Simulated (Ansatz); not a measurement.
# Cu on Pd (Palladium) (110)

One table from this session's results is given with a row withheld; the runs are named, their logs left out.

Method: DFT RPBE, scalar-relativistic, plane waves, PAW, in Ansatz 0.2.0.

**The starting structure**

Symmetry: Fm-3m, No. 225, cubic system. Conventional cell: a = 3.979 Å, b = 3.979 Å, c = 3.979 Å, α = 90.00°, β = 90.00°, γ = 90.00°. Pd (site symmetry m-3m) is surrounded by 12 Pd at 2.81 Å.

Coordinates:

```
CELL_PARAMETERS angstrom
0.00000 1.98974 1.98974
1.98974 0.00000 1.98974
1.98974 1.98974 0.00000
ATOMIC_POSITIONS crystal
Pd 0.00000 0.00000 0.00000
```

It is the result of an earlier relaxation at this level (volume 15.75 Å³/atom; gap on the mesh: none (metal)).

A (110) slab, 7.0 Å thick as cut, with 17 Å of vacuum; its outer planes are Pd (top) and Pd (bottom).

The slab as cut. Layers, bottom to top:

```tsv
plane	atoms per cell	height over the lowest (Å)
1	Pd	0.00
2	Pd	1.41
3	Pd	2.81
4	Pd	4.22
5	Pd	5.63
6	Pd	7.03
```

Set-up of the first run:

Miller indices refer to the conventional cell of the relaxed bulk, Fm-3m (No. 225): a = 3.979 Å, b = 3.979 Å, c = 3.979 Å, α = 90.00°, β = 90.00°, γ = 90.00°.

File input.yaml:

```yaml
crystal:
  lattice:
    - [2.8139136277, 0.0, 0.0]
    - [0.0, 3.9794748157, 0.0]
    - [0.0, 0.0, 24.0347840693]
  atoms:
    - { symbol: Pd, position: [0.5, 0.5, 0.353654103] }
    - { symbol: Pd, position: [0.0, 0.0, 0.4121924618] }
    - { symbol: Pd, position: [0.5, 0.5, 0.4707308206] }
    - { symbol: Pd, position: [0.0, 0.0, 0.5292691794] }
    - { symbol: Pd, position: [0.5, 0.5, 0.5878075382] }
    - { symbol: Pd, position: [0.0, 0.0, 0.646345897] }
basis:
  ecutwfc: 420
kpoints:
  mp_grid: { grid: [10, 7, 1] }
hamiltonian:
  xc: rpbe
scf:
  occupations: { method: gaussian, width: 0.1 }
output:
  forces: true
  eigenvalues: true
  write_density: true
  write_potential: true
  elf: true
  volumetric_format: npy
relax:
  adjacent_minimum: "off"
  f_tol: 0.03
  max_steps: 70
  constraints: [{ sites: [0, 1, 2] }]
efield:
  axis: 3
  dipole_correction: true
```

The run is started by

```
ansatz run input.yaml --threads 2 --pin off --max-ram 5120MiB --backend cpu --events-out ev --progress --plain --runs-dir out
```

Steps of the session up to this table: Relaxing the clean slab; Start: Cu, top (Pd); Cu at the bridge (Pd-Pd) site; Cu put at a hollow over Pd site; Cu put at a bridge (Pd-Pd) site.

One table of the session follows, with a row left open; its other results are not shown here.

It belongs to the step «Cu: energies by site». 

```
                         start  energy over the lowest (eV)  height (Å)  Δφ, top (eV)  Δ dipole (e·Å)
      top (Pd) at (0.00, 0.00)                         1.26        2.43         -0.66          +0.041
bridge (Pd-Pd) at (0.00, 0.50)                            ?           ?             ?               ?
hollow over Pd at (0.50, 0.50)                         0.00        1.06         -0.06          +0.011
bridge (Pd-Pd) at (0.50, 0.00)                         0.91        2.10         -0.42          +0.027
```

Q: Estimate the row for bridge (Pd-Pd) at (0.00, 0.50) from the others.

As computed: energy over the lowest (eV): 0.52; height (Å): 1.45; Δφ, top (eV): -0.27; Δ dipole (e·Å): +0.020. In the column «energy over the lowest (eV)» it lies between hollow over Pd at (0.50, 0.50) (0.00) and bridge (Pd-Pd) at (0.50, 0.00) (0.91).

Limits of these values: A start on a symmetric site keeps its symmetry, so an end may be a saddle point and not a minimum. Warnings in the runs' records: xc potential rough in thin density.
